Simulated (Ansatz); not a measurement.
# BGeHCl (quartet): from Hartree-Fock to the top rungs, cc-pVDZ

How much of the correlation energy of BGeHCl (quartet) does each wave-function method recover here?

The runs use Ansatz 0.2.0, Gaussian basis; cc-pVDZ, core rule «outside noble gas», up to 20 orbitals frozen.

The runs, in order: UHF; CCSD(T) on ROHF; CCSD(T) on UHF; BCCD(T) on ROHF; CISD; CCSDT(Q) on ROHF; CCSDT(Q) on UHF.

35 further runs of the same task are left out: 24 that didn't finish, 11 set aside as unsound or not needed.

### Step 1. The geometry

The geometry is a PBE0/def2-TZVP stationary point (not a proven minimum). No spin-orbit coupling is included. The filled d shell of Ge may be among the frozen orbitals whatever the setting's name suggests; the logs give the count.

4 atoms, charge 0, spin multiplicity 4.

Atoms are counted from 1 here; the program's logs count them from 0.

Bond lengths: B1–Ge2 1.909 Å, Ge2–Cl3 2.152 Å, Ge2–H4 1.534 Å. Angles: B1–Ge2–Cl3 123.6°, B1–Ge2–H4 132.5°, Cl3–Ge2–H4 103.9°.

### Step 2. UHF

The input, in.yaml:

```yaml
crystal:
  periodic: [false, false, false]
  atoms:
    - {symbol: B, position_ang: [0.000000, -1.105561, 1.857168]}
    - {symbol: Ge, position_ang: [0.000000, 0.237547, 0.500263]}
    - {symbol: Cl, position_ang: [0.000000, -0.199904, -1.607211]}
    - {symbol: H, position_ang: [0.000000, 1.769935, 0.559060]}
basis:
  gaussian: {orbitals: cc-pVDZ}
magnetization: {spin_polarized: true, initial_magnetization: 3}
hamiltonian: {xc: hf}
output: {orbitals: {seedname: orbitals}}
```

Run with:

```
$ ansatz run in.yaml --threads 1 --pin off --events-out ev --progress --plain --max-ram 2393MiB
```

Further steps of the session: CCSD(T) on ROHF; CCSD(T) on UHF; BCCD(T) on ROHF; CISD; CCSDT(Q) on ROHF; CCSDT(Q) on UHF.

Q: Predict the results of all the runs planned. Wanted: UCCSDT(Q) below the RHF energy; RMP2 from UCCSDT(Q); UMP2 from UCCSDT(Q); RCCSD from UCCSDT(Q); RCCSD(T) from UCCSDT(Q); UCCSD(T) from UCCSDT(Q); RCCSDT(Q) from UCCSDT(Q); T1 diagnostic.

As calculated:

```
                         quantity                      value
   UCCSDT(Q) below the RHF energy                 -8.0175 eV
              RMP2 from UCCSDT(Q)            +28.71 kcal/mol
              UMP2 from UCCSDT(Q)            +28.95 kcal/mol
             RCCSD from UCCSDT(Q)             +6.64 kcal/mol
          RCCSD(T) from UCCSDT(Q)             +1.39 kcal/mol
          UCCSD(T) from UCCSDT(Q)             +1.34 kcal/mol
         RCCSDT(Q) from UCCSDT(Q)             +0.08 kcal/mol
levels within 1 kcal/mol (43 meV)  RCCSDT, UCCSDT, RCCSDT(Q)
                    T1 diagnostic                      0.021
```

RCCSD(T) misses by +1.39 kcal/mol, 0.7 % of the correlation energy. These misses are within one basis, not against nature; the frozen cores of restricted and unrestricted runs differ, which can shift their rows.
